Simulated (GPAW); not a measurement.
The system is Cu3Rh.

```
Rh Cu
1.0
    -1.83739    1.83739    3.60063
     1.83739   -1.83739    3.60063
     1.83739    1.83739   -3.60063
Rh Cu
1 3
Direct
  0.00000 0.00000 0.00000
  0.50000 0.50000 0.00000
  0.25000 0.75000 0.50000
  0.75000 0.25000 0.50000
```

The cell comes from a database or a generator and needn't be the stable form of this composition.

Base run:

| Quantity | Value |
| --- | --- |
| Program | GPAW 26.7.0 |
| Functional | PBEsol |
| Potentials or basis | PAW data sets generated in the run's folder for this functional |
| Cutoff | 600 eV |
| Basis | pw |
| k mesh | 7 × 7 × 7 |
| Occupations | fermi-dirac, width 0.05 eV |
| Spin | no spin polarisation |

Its results: pressure -0.4 GPa.

**Question.** The run is repeated on the same cell with these changes: functional from PBEsol to LDA; potentials or basis from PAW data sets generated in the run's folder for this functional to the program's PAW data sets (release 1.2.1) made for this functional. What comes out?

**Answer.** Pressure -7.4 GPa.

Caveats: with this Cu data set, volumes or pressures lay over 1.5 % or 2 GPa off other programs in two to four cells of ten.

Not every run made on this cell is shown here.
